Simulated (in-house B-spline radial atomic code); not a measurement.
**Ce¹¹⁺: ionisation energy by several methods**

Aim: the ionisation energy of Ce¹¹⁺ by several methods, each as the difference of two self-consistent energies (Ce¹¹⁺ and the next ion, [Kr] 4d10).

Method: scalar-relativistic (X2C), several functionals, spin-polarised; spherical all-electron atom at the radial basis limit. Code: in-house B-spline radial atomic code version 1.

## Step 1: The atom as given

- element: cerium (Z = 58)
- charge: +11
- electrons: 47
- configuration: [Kr] 4d10 5s1
- nucleus: Fermi, rms radius 4.877 fm

The outer shells:

[Kr] 4d10 5s1
```
[Kr] core
4d [↑↓][↑↓][↑↓][↑↓][↑↓]
5s [↑ ]
```

Where spins are not typed, each open shell is filled with up spins first.

## Step 2: LC-ωPBE

Settings, as recorded:

```ini
Z = 58
electrons = 47.0
configuration = [Kr] 4d10 5s1
hamiltonian = x2c
method = lc_wpbe
spin_polarised = True
nucleus = fermi
rms_radius = 4.8771
mass_number = 140
atomic_mass = 139.905448433
speed_of_light = 137.035999084
```

## Step 3: OLYP

The settings differ from step 2 so:

```diff
@@ -4,3 +4,3 @@
 hamiltonian = x2c
-method = lc_wpbe
+method = optx,lyp
 spin_polarised = True
```

## Step 4: r2SCAN0

The settings differ from step 3 so:

```diff
@@ -4,3 +4,3 @@
 hamiltonian = x2c
-method = optx,lyp
+method = r2scan0
 spin_polarised = True
```

## Step 5: AM05

The settings differ from step 4 so:

```diff
@@ -4,3 +4,3 @@
 hamiltonian = x2c
-method = r2scan0
+method = am05
 spin_polarised = True
```

## Step 6: revTPSS

The settings differ from step 5 so:

```diff
@@ -4,3 +4,3 @@
 hamiltonian = x2c
-method = am05
+method = revtpss,revtpss
 spin_polarised = True
```

## Step 7: Hartree-Fock

The settings differ from step 6 so:

```diff
@@ -4,3 +4,3 @@
 hamiltonian = x2c
-method = revtpss,revtpss
+method = hf
 spin_polarised = True
```

## Step 8: LDA (VWN5)

The settings differ from step 7 so:

```diff
@@ -4,3 +4,3 @@
 hamiltonian = x2c
-method = hf
+method = lda,vwn
 spin_polarised = True
```

Q: The tabulated ionisation energy is 192.24 ± 0.12 eV (semi-empirical; NIST Atomic Spectra Database). What does each method give, and which comes nearest?

The runs gave:

| method | rung | total energy (hartree) | ΔSCF (eV) | −ε highest (eV) | ΔSCF less tabulated (eV) |
| --- | --- | --- | --- | --- | --- |
| LDA (VWN5) | LDA | -8820.6016 | 194.26 | 186.31 (5s up) | +2.02 |
| OLYP | GGA | -8830.8979 | 193.58 | 185.35 (5s up) | +1.34 |
| AM05 | GGA | -8821.0542 | 193.50 | 185.71 (5s up) | +1.26 |
| revTPSS | meta-GGA | -8826.5749 | 192.62 | 184.93 (5s up) | +0.38 |
| r2SCAN0 | global hybrid | -8828.0861 | 192.16 | 186.97 (5s up) | -0.08 |
| LC-ωPBE | range-separated hybrid | -8827.6234 | 193.48 | 190.52 (5s up) | +1.24 |
| Hartree-Fock | Hartree-Fock | -8825.3021 | 190.42 | 190.59 (5s up) | -1.82 |

What this shows: Tables give 192.24 ± 0.12 eV (semi-empirical; NIST Atomic Spectra Database) for the ionisation energy. r2SCAN0 misses by -0.08 eV, the least, and LDA (VWN5) by +2.02 eV (1.1 %), the most. Mean absolute error by rung (exchange-only levels left out): LDA 2.02 eV, GGA 1.30 eV, meta-GGA 0.38 eV, global hybrid 0.08 eV, range-separated hybrid 1.24 eV, Hartree-Fock 1.82 eV. Relativistic terms that these runs lack can be as large as the gaps between close methods, so the nearest may be so by luck. Spin-orbit coupling is left out. For the semilocal functionals minus the highest level recovers only 96 % of their own ΔSCF value, a mark of self-interaction.
